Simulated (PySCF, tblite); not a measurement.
# C₆H₉F₃: a rotation path, then NMR shifts on frames, part 2 of 2

tblite 0.8.0 and PySCF 2.14.0. Atoms count from 0. The steps go on from the part before.

### 5 Nuclear shieldings: image 4, PBE0/pcSseg-1

What the job is given:

```
{"job": {"kind": "nmr", "xc": "PBE0", "basis": "pcSseg-1", "pop": false}, "charge": 0, "multiplicity": 1}
C     -1.704500     0.952700     0.227600
C     -1.030800    -0.358100    -0.040600
C     -1.368700    -1.469400     0.592200
F     -2.351200    -1.509000     1.511400
C      0.068500    -0.386100    -1.068200
C      1.253200     0.523600    -0.714600
C      2.044200     0.104200     0.530200
F      1.377400    -0.760400     1.327000
F      2.299800     1.192900     1.303200
H     -2.609900     0.797400     0.807100
H     -1.959800     1.455400    -0.704100
H     -1.047600     1.605700     0.801100
H     -0.907600    -2.435200     0.453200
H      0.418300    -1.409400    -1.215600
H     -0.334200    -0.025100    -2.018500
H      1.942100     0.550500    -1.559500
H      0.885200     1.536000    -0.544500
H      3.016700    -0.359400     0.301000
```

Method: GIAO PBE0/pcSseg-1 NMR shielding, non-relativistic, gas phase.

What it wrote:

```text
coarse grid: 15360 points
cycle   1  E = -532.7603911697  dE =  1.114e+00  |g| = 7.901e-01  |ddm| = 3.645e+00
cycle   2  E = -532.6808348530  dE =  7.956e-02  |g| = 1.090e+00  |ddm| = 1.149e+00
cycle   3  E = -532.8684653712  dE = -1.876e-01  |g| = 7.637e-02  |ddm| = 6.626e-01
cycle   4  E = -532.8694554642  dE = -9.901e-04  |g| = 3.524e-02  |ddm| = 9.103e-02
cycle   5  E = -532.8697173307  dE = -2.619e-04  |g| = 1.092e-02  |ddm| = 3.343e-02
cycle   6  E = -532.8697391753  dE = -2.184e-05  |g| = 4.807e-03  |ddm| = 1.260e-02
cycle   7  E = -532.8697446146  dE = -5.439e-06  |g| = 5.342e-04  |ddm| = 4.309e-03
final grid: 150408 points
cycle   8  E = -532.9436936946  dE = -6.651e-05  |g| = 9.254e-03  |ddm| = 3.607e-02
cycle   9  E = -532.9436824407  dE =  1.125e-05  |g| = 1.226e-02  |ddm| = 1.677e-02
cycle  10  E = -532.9437132654  dE = -3.082e-05  |g| = 1.776e-03  |ddm| = 9.711e-03
cycle  11  E = -532.9437138591  dE = -5.937e-07  |g| = 3.802e-04  |ddm| = 1.801e-03
cycle  12  E = -532.9437138854  dE = -2.634e-08  |g| = 1.863e-04  |ddm| = 4.064e-04
cycle  13  E = -532.9437138926  dE = -7.183e-09  |g| = 2.687e-05  |ddm| = 1.555e-04
cycle  14  E = -532.9437138928  dE = -1.498e-10  |g| = 6.824e-06  |ddm| = 2.663e-05
converged SCF energy = -532.9437138928

GIAO shielding tensors (ppm)
atom      isotropic    diamagn.    paramagn.     s11        s22        s33       span
  0 C      173.803     245.545     -71.742    156.408    177.352    187.650     31.242
  1 C       63.754     263.271    -199.518    -40.347     75.638    155.970    196.317
  2 C       30.776     249.024    -218.249    -59.151     71.116     80.362    139.513
  3 F      301.573     471.962    -170.388    213.917    292.015    398.788    184.871
  4 C      155.741     246.396     -90.654    141.867    155.505    169.852     27.985
  5 C      152.333     253.003    -100.670    133.591    146.700    176.707     43.116
  6 C       63.979     233.657    -169.677     41.291     66.226     84.421     43.129
  7 F      309.574     478.170    -168.596    211.582    312.681    404.459    192.876
  8 F      285.653     472.298    -186.645    186.562    323.989    346.407    159.845
  9 H       28.936      29.194      -0.258     23.860     28.538     34.410     10.549
 10 H       30.569      29.167       1.402     26.189     28.272     37.247     11.058
 11 H       29.841      30.228      -0.387     24.863     29.258     35.400     10.537
 12 H       24.869      31.241      -6.372     22.227     23.561     28.818      6.591
 13 H       29.476      32.064      -2.588     25.829     28.442     34.158      8.329
 14 H       29.694      30.774      -1.080     24.911     28.041     36.132     11.221
 15 H       29.730      30.171      -0.441     25.655     28.151     35.384      9.729
 16 H       29.411      32.264      -2.853     26.164     29.520     32.550      6.386
 17 H       25.444      26.697      -1.253     23.090     23.605     29.636      6.546
```

Run time: 95 s. Hardware: 1 thread, shared host.

In short: δ C2 156.1, C1 123.2, C6 122.9, C5 34.6, H12 6.85, H17 6.27 ppm.

### 6 Shielding tensors: image 6, PBE0/pcSseg-1

What the job is given:

```
{"job": {"kind": "nmr", "xc": "PBE0", "basis": "pcSseg-1", "pop": false}, "charge": 0, "multiplicity": 1}
C     -1.678300     0.997100     0.229800
C     -1.012900    -0.321800    -0.015900
C     -1.332600    -1.414200     0.658300
F     -2.294100    -1.425100     1.601400
C      0.048900    -0.384200    -1.079300
C      1.278200     0.481100    -0.768200
C      1.998700     0.085500     0.524100
F      1.643500    -1.142200     0.967800
F      1.692700     0.948500     1.526200
H     -2.581300     0.858100     0.817300
H     -1.936000     1.479100    -0.711800
H     -1.013600     1.658300     0.785000
H     -0.877200    -2.384900     0.535200
H      0.371300    -1.417100    -1.221600
H     -0.372900    -0.025400    -2.021200
H      1.978200     0.404200    -1.600500
H      0.982500     1.525800    -0.664600
H      3.096300     0.083300     0.426400
```

With the program's defaults for keys left out, this is: GIAO PBE0/pcSseg-1 NMR shielding, non-relativistic, gas phase.

What it wrote:

```text
coarse grid: 15360 points
cycle   1  E = -532.7640669888  dE =  1.115e+00  |g| = 7.872e-01  |ddm| = 3.656e+00
cycle   2  E = -532.6864436054  dE =  7.762e-02  |g| = 1.082e+00  |ddm| = 1.133e+00
cycle   3  E = -532.8714093024  dE = -1.850e-01  |g| = 7.594e-02  |ddm| = 6.531e-01
cycle   4  E = -532.8723890211  dE = -9.797e-04  |g| = 3.486e-02  |ddm| = 9.015e-02
cycle   5  E = -532.8726450558  dE = -2.560e-04  |g| = 1.074e-02  |ddm| = 3.269e-02
cycle   6  E = -532.8726657809  dE = -2.073e-05  |g| = 4.742e-03  |ddm| = 1.226e-02
cycle   7  E = -532.8726710506  dE = -5.270e-06  |g| = 5.509e-04  |ddm| = 4.278e-03
final grid: 150408 points
cycle   8  E = -532.9463194440  dE = -6.934e-05  |g| = 9.355e-03  |ddm| = 4.089e-02
cycle   9  E = -532.9463079113  dE =  1.153e-05  |g| = 1.237e-02  |ddm| = 1.713e-02
cycle  10  E = -532.9463395225  dE = -3.161e-05  |g| = 1.827e-03  |ddm| = 9.924e-03
cycle  11  E = -532.9463401552  dE = -6.328e-07  |g| = 3.757e-04  |ddm| = 1.839e-03
cycle  12  E = -532.9463401810  dE = -2.580e-08  |g| = 1.855e-04  |ddm| = 3.996e-04
cycle  13  E = -532.9463401881  dE = -7.045e-09  |g| = 2.803e-05  |ddm| = 1.542e-04
cycle  14  E = -532.9463401882  dE = -1.594e-10  |g| = 6.545e-06  |ddm| = 2.859e-05
converged SCF energy = -532.9463401882

GIAO shielding tensors (ppm)
atom      isotropic    diamagn.    paramagn.     s11        s22        s33       span
  0 C      173.587     245.617     -72.030    155.651    177.108    188.003     32.351
  1 C       64.787     263.423    -198.636    -38.185     75.725    156.821    195.006
  2 C       29.475     249.272    -219.796    -61.461     70.836     79.052    140.513
  3 F      300.583     472.099    -171.517    212.724    289.021    400.004    187.280
  4 C      156.196     246.192     -89.996    141.362    155.921    171.306     29.944
  5 C      152.049     252.725    -100.676    137.200    143.084    175.862     38.662
  6 C       65.149     232.974    -167.825     44.746     66.225     84.476     39.730
  7 F      316.509     477.258    -160.749    218.969    322.412    408.146    189.177
  8 F      287.430     474.547    -187.117    173.069    322.021    367.200    194.131
  9 H       28.982      29.238      -0.256     23.897     28.561     34.487     10.590
 10 H       30.621      29.281       1.340     26.177     28.457     37.230     11.053
 11 H       29.796      30.127      -0.331     24.750     29.315     35.323     10.573
 12 H       24.769      31.316      -6.547     22.076     23.371     28.859      6.783
 13 H       29.286      32.058      -2.772     26.042     27.993     33.823      7.781
 14 H       29.779      30.751      -0.972     25.095     28.048     36.193     11.098
 15 H       29.752      30.238      -0.486     25.481     27.970     35.805     10.324
 16 H       29.457      31.865      -2.408     26.935     28.411     33.024      6.089
 17 H       25.415      26.189      -0.775     22.883     23.285     30.075      7.192
```

Run time: 96 s. Hardware: 1 thread, shared host.

This run: δ C2 157.4, C1 122.1, C6 121.8, C5 34.9, H12 6.95, H17 6.30 ppm.

### 7 Shielding tensors: image 8, PBE0/pcSseg-1

What the job is given:

```
{"job": {"kind": "nmr", "xc": "PBE0", "basis": "pcSseg-1", "pop": false}, "charge": 0, "multiplicity": 1}
C     -1.679100     1.050300     0.187500
C     -1.018300    -0.281000     0.003600
C     -1.321400    -1.336300     0.742400
F     -2.269100    -1.299600     1.698500
C      0.033700    -0.393300    -1.064700
C      1.275900     0.459600    -0.772800
C      1.989800     0.032700     0.502400
F      2.184800    -1.308500     0.533900
F      1.267900     0.336800     1.607600
H     -2.588900     0.945200     0.771600
H     -1.920400     1.494200    -0.776800
H     -1.014500     1.728400     0.722000
H     -0.865900    -2.312100     0.665500
H      0.339800    -1.434900    -1.171800
H     -0.388100    -0.061400    -2.016600
H      1.982900     0.364200    -1.597800
H      1.006200     1.510300    -0.664500
H      2.976000     0.511700     0.618400
```

Level: GIAO PBE0/pcSseg-1 NMR shielding, non-relativistic, gas phase.

What it wrote:

```text
coarse grid: 15360 points
cycle   1  E = -532.7681243655  dE =  1.120e+00  |g| = 7.857e-01  |ddm| = 3.658e+00
cycle   2  E = -532.6905424413  dE =  7.758e-02  |g| = 1.080e+00  |ddm| = 1.150e+00
cycle   3  E = -532.8750986438  dE = -1.846e-01  |g| = 7.688e-02  |ddm| = 6.663e-01
cycle   4  E = -532.8760953797  dE = -9.967e-04  |g| = 3.588e-02  |ddm| = 9.210e-02
cycle   5  E = -532.8763640160  dE = -2.686e-04  |g| = 1.122e-02  |ddm| = 3.386e-02
cycle   6  E = -532.8763871193  dE = -2.310e-05  |g| = 4.764e-03  |ddm| = 1.290e-02
cycle   7  E = -532.8763924372  dE = -5.318e-06  |g| = 5.412e-04  |ddm| = 4.297e-03
final grid: 150408 points
cycle   8  E = -532.9502201081  dE = -6.554e-05  |g| = 9.618e-03  |ddm| = 3.826e-02
cycle   9  E = -532.9502072209  dE =  1.289e-05  |g| = 1.291e-02  |ddm| = 1.751e-02
cycle  10  E = -532.9502408749  dE = -3.365e-05  |g| = 1.771e-03  |ddm| = 1.015e-02
cycle  11  E = -532.9502414751  dE = -6.002e-07  |g| = 3.848e-04  |ddm| = 1.818e-03
cycle  12  E = -532.9502415021  dE = -2.705e-08  |g| = 1.860e-04  |ddm| = 4.088e-04
cycle  13  E = -532.9502415093  dE = -7.149e-09  |g| = 2.582e-05  |ddm| = 1.566e-04
cycle  14  E = -532.9502415094  dE = -1.360e-10  |g| = 6.539e-06  |ddm| = 2.629e-05
converged SCF energy = -532.9502415094

GIAO shielding tensors (ppm)
atom      isotropic    diamagn.    paramagn.     s11        s22        s33       span
  0 C      173.132     245.568     -72.436    155.175    175.983    188.237     33.062
  1 C       63.627     263.314    -199.687    -40.642     73.984    157.540    198.182
  2 C       31.399     249.309    -217.910    -57.311     71.692     79.817    137.128
  3 F      301.630     472.023    -170.394    213.195    291.738    399.956    186.761
  4 C      158.106     246.649     -88.543    142.878    155.749    175.690     32.811
  5 C      152.538     252.341     -99.803    141.465    145.897    170.253     28.787
  6 C       65.230     234.350    -169.120     45.134     67.495     83.062     37.928
  7 F      316.844     475.294    -158.450    210.489    323.411    416.632    206.143
  8 F      302.916     476.969    -174.053    194.772    316.994    396.981    202.209
  9 H       29.004      29.128      -0.124     23.899     28.519     34.594     10.695
 10 H       30.636      29.288       1.348     26.130     28.627     37.153     11.023
 11 H       29.892      30.068      -0.177     25.104     29.405     35.166     10.063
 12 H       24.809      31.362      -6.554     21.912     23.689     28.825      6.913
 13 H       29.118      32.109      -2.990     25.805     28.023     33.527      7.722
 14 H       29.789      30.804      -1.015     25.106     28.055     36.206     11.101
 15 H       30.002      30.131      -0.129     25.925     27.751     36.329     10.403
 16 H       29.659      31.920      -2.261     26.174     29.065     33.739      7.565
 17 H       25.450      26.375      -0.925     22.652     23.526     30.171      7.518
```

Run time: 97 s. Hardware: 1 thread, shared host.

This run: δ C2 155.5, C1 123.3, C6 121.7, C5 34.4, H12 6.91, H17 6.27 ppm.

### 8 Comparing the runs: NMR shifts

Shifts (ppm) of some atoms, chosen among heavy atoms and hydrogens apart, with basis size and wall time:

```csv
frame,C2,C6,C4,H17,H13,F8,F7,functions,time
image 0,153.2,125.2,32.2,5.84,1.97,-128.1,-134.0,198,97 s
image 2,154.4,123.7,30.8,6.02,2.03,-124.7,-133.8,198,93 s
image 4,156.1,122.9,31.2,6.27,2.24,-114.7,-138.6,198,95 s
image 6,157.4,121.8,30.7,6.30,2.43,-116.5,-145.6,198,96 s
image 8,155.5,121.7,28.8,6.27,2.60,-132.0,-145.9,198,97 s
```

### 9 Summary of results

This closing draws on all 2 parts.

| quantity | value |
| --- | --- |
| barrier | 0.141 eV (3.2 kcal/mol) at image 4 |
| end to end (GFN2-xTB) | 0.019 eV |
| 13C shifts against TMS (PBE0/pcSseg-1, image 0) | 153.2, 125.2, 124.7, 35.2, 32.2, 14.0 ppm |
| 1H shifts against TMS (PBE0/pcSseg-1, image 0) | 6.83, 5.84, 2.70, 2.19, 2.17, 1.97, 1.86, 1.78, 1.07 ppm |
| 19F shifts against CFCl3 (PBE0/pcSseg-1, image 0) | -128.1, -131.2, -134.0 ppm |
| range of the shift of F8 | -132.0 to -114.7 ppm |

Along the band the dihedral turns by 127°, and the top (dihedral 225°) lies 3.2 kcal/mol above the start (GFN2-xTB, rough), so at room temperature this motion is fast. Ends this close can change order at a higher level. The top was not checked by a frequency run. Shifts at one fixed geometry are not the observed spectrum, which averages over the motion. In ppm, F8 moves most: its shift spreads over 17.3 ppm, from -132.0 (image 8) to -114.7 (image 4).
